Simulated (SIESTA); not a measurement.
## AlAg2 under changes of volume

One of the cells (16.771 Å³/atom); the others are scaled copies at fixed shape and fractional positions:

```
CELL_PARAMETERS angstrom
4.38414 -2.48659 0.00000
4.38414 2.48659 0.00000
0.00000 0.00000 4.61523
ATOMIC_POSITIONS crystal
Ag 0.52434 0.15366 0.75000
Ag 0.84634 0.47566 0.75000
Ag 0.15366 0.52434 0.25000
Ag 0.47566 0.84634 0.25000
Al 0.17753 0.82247 0.75000
Al 0.82247 0.17753 0.25000
```

The cell comes from a database or a generator and needn't be the stable form of this composition.

```yaml
Program: SIESTA 5.4.2
Functional: PBEsol
Potentials_or_basis: PseudoDojo 0.4 standard (PBEsol files)
Basis: DZP (energy shift 0.003 Ry; two zetas on semicore shells)
Grid_cutoff: 800 Ry
Energy_shift: 0.003 Ry
k_mesh: 6 × 6 × 6
Occupations: fermi-dirac, width 0.05 eV
Spin: no spin polarisation
```

```tsv
volume (Å³/atom)	energy over the lowest point (meV/atom)	pressure (GPa)	largest force (eV/Å)
15.456	11.13	5.6	0.154
15.785	2.70	2.7	0.150
16.113	0.00	0.1	0.148
16.771	?	?	?
17.100	19.51	-6.0	0.139
17.429	33.47	-7.6	0.137
```

What does the run at 16.771 Å³/atom give?

Energy over the lowest point 8.94 meV/atom; pressure -4.2 GPa; largest force 0.141 eV/Å.

Worked out: A Birch-Murnaghan fit of order 3 (a polynomial in V^(-2/3)) to the other rows has its minimum at 16.12 Å³/atom with B0 = V·E''(V) = 119 GPa and B' = 5.3 at fixed shape and positions, which overstates the stiffness. It gives 8.96 meV/atom at 16.771 Å³/atom, against the run's 8.94, and -dE/dV = -4.2 GPa, against -4.2.

Energies are extrapolated to zero smearing.

Caveats: short orbitals over semicore shells can move pressures by several GPa; the basis of atomic orbitals isn't converged, which shifts pressures, moduli and gaps.
